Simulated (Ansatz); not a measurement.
**BBi: the cell at several levels of theory**

An exercise on one series of results from a longer session: the logs are not shown, and one member is left open.

Program: Ansatz 0.2.0. PAW datasets, plane waves, zero pressure. Note: simulated data, non-magnetic, for a generated structure that need not be the stable one.

## The system as given

This is the cell as the run starts from it, not yet at rest; its lengths are not the crystal's.

It is hexagonal, P6_3mc (No. 186); conventional cell a = 3.786 Å, c = 6.182 Å, 19.18 Å³ an atom. B has 4 Bi at 2.32 Å; Bi has 4 B at 2.32 Å.

Structure file:

```
CELL_PARAMETERS angstrom
3.78560 0.00000 0.00000
-1.89280 3.27843 0.00000
0.00000 0.00000 6.18189
ATOMIC_POSITIONS crystal
B 0.33333 0.66667 0.00000
B 0.66667 0.33333 0.50000
Bi 0.33333 0.66667 0.37500
Bi 0.66667 0.33333 0.87500
```

Set-up of the first run:

Input file input.yaml:

```yaml
crystal:
  lattice:
    - [3.7856047478, 0.0, 0.0]
    - [-1.8928023739, 3.2784298803, 0.0]
    - [0.0, 0.0, 6.1818925532]
  atoms:
    - { symbol: B, position: [0.3333333333, 0.6666666667, 0.0] }
    - { symbol: B, position: [0.6666666667, 0.3333333333, 0.5] }
    - { symbol: Bi, position: [0.3333333333, 0.6666666667, 0.375] }
    - { symbol: Bi, position: [0.6666666667, 0.3333333333, 0.875] }
kpoints:
  mp_grid: { grid: [12, 12, 4] }
hamiltonian:
  xc: pbe
scf:
  occupations: { method: fermi_dirac, width: 0.02 }
relax:
  f_tol: 0.005
  cell: {}
output:
  write_density: true
  write_potential: true
  elf: true
  volumetric_format: npy
```

Started as:

```bash
$ ansatz run input.yaml --threads 2 --pin off --max-ram 2211MiB --backend cpu --events-out ev --progress --plain --runs-dir out
```

Among the steps run: Relaxing with PBE; Relaxation with r2SCAN; PBEsol: cell and atoms; Relaxation with LDA; HSE06: cell and atoms.

One table of the session follows, with a row left open; its other results are not shown here.

| level | a (Å) | c (Å) | volume (Å³/atom) |
| --- | --- | --- | --- |
| PBE | 3.889 | 6.406 | 20.980 |
| r2SCAN | 3.866 | 6.375 | 20.626 |
| PBEsol | 3.842 | 6.330 | 20.226 |
| LDA | ? | ? | ? |
| HSE06 | 3.841 | 6.323 | 20.193 |

Estimate the missing values for LDA.

As computed: a (Å): 3.810; c (Å): 6.280; volume (Å³/atom): 19.734. In the column «a (Å)» it is the lowest.

From the start to the first minimum the volume moved by +9.4 %. LDA gives the smallest cell and PBE the largest; they differ by 6.3 % in volume, a mean of 2.1 % in length. The meshes differ: PBE 12×12×4, r2SCAN 12×12×4, PBEsol 12×12×4, LDA 12×12×4, HSE06 6×6×4.
